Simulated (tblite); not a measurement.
# H24O6Si27: the cost of one run

Computed with tblite 0.8.0 and PySCF 2.14.0 and routines of our own; the level stands in each step. Atoms count from 0.

## (1) The starting structure

57 atoms, charge 0, multiplicity 1; geometry from: force field, distance geometry or constructed start.

## (2) Relaxing the molecule with GFN2-xTB

The job: settings as JSON, then the geometry in Å.

```
{"job": {"kind": "relax", "xc": "GFN2-xTB", "basis": "xTB"}, "charge": 0, "multiplicity": 1}
Si    -2.547200    -0.040800    -2.193000
Si     0.025200    -2.803800    -2.364200
Si     0.001300    -0.222100    -4.986400
Si    -1.117500    -1.322600     4.075800
Si    -2.553200    -0.407600     2.640200
Si    -0.023000    -2.807500     2.804400
Si    -2.552100    -2.635100     0.403100
Si     0.004500    -0.221900     0.226100
Si    -1.293600    -1.521900    -1.074400
Si    -1.119600    -4.082800     1.328600
Si    -0.034200     2.354400    -2.357700
Si    -1.299700     1.062500    -3.681400
Si     0.025000     2.358000     2.811400
Si    -2.549900     2.190800     0.036300
Si    -0.006100     4.992500     0.220000
Si    -1.299100     3.682000    -1.058200
Si    -1.295900     1.075900     1.520700
Si     2.549200    -0.417000    -2.188100
Si     1.288300    -1.502700    -3.678900
Si     2.560000    -0.044900     2.645800
Si     2.554900    -2.639300     0.047300
Si     1.122200    -4.083000    -0.882100
Si     1.303500    -1.516000     1.527200
Si     1.118900     0.877600     4.083000
Si     2.550800     2.189700     0.414500
Si     1.291900     1.071700    -1.070100
Si     1.289600     3.683700     1.503800
O     -3.362100     1.081300    -1.079500
O     -3.366200    -1.481100     1.479500
O      0.003000    -4.906200     0.225700
O      3.368800     1.057800     1.509500
O      3.363300    -1.509300    -1.057000
O      0.000900    -0.222200     4.904700
H     -3.471900    -0.811900    -2.951200
H     -0.790600    -3.622900    -3.195300
H     -0.799100    -1.018500    -5.861400
H      0.790800     0.581000    -5.862900
H     -1.865800    -2.099200     5.010700
H     -3.488600     0.361100     3.382200
H      0.786100    -3.634800     3.639400
H     -3.489800    -3.384600    -0.361200
H     -1.860800    -5.018900     2.105400
H      0.801000     3.179100    -3.181700
H     -2.113000     1.885500    -4.515500
H     -0.795500     3.193700     3.627100
H     -3.475900     2.956500     0.807200
H     -0.797200     5.858600     1.020100
H      0.791300     5.861400    -0.578600
H     -2.114000     4.514100    -1.885800
H      3.474800     0.357000    -2.949700
H      2.104900    -2.332000    -4.513400
H      3.501200    -0.817600     3.386400
H      3.494200    -3.387100     0.819000
H      1.869500    -5.018100    -1.658600
H      1.873600     1.654700     5.018000
H      3.472400     2.954700    -0.355700
H      2.112400     4.510800     2.322800
```

Started as:

```sh
OMP_NUM_THREADS=4 python large_run.py task.json out
```

The driver reads the jobs from task.json and runs them one after another.

Q: Estimate the wall time and peak memory of this first job on 4 threads of Arm Neoverse V1, shared host.

About 14 s, with a peak of 0.17 GiB.
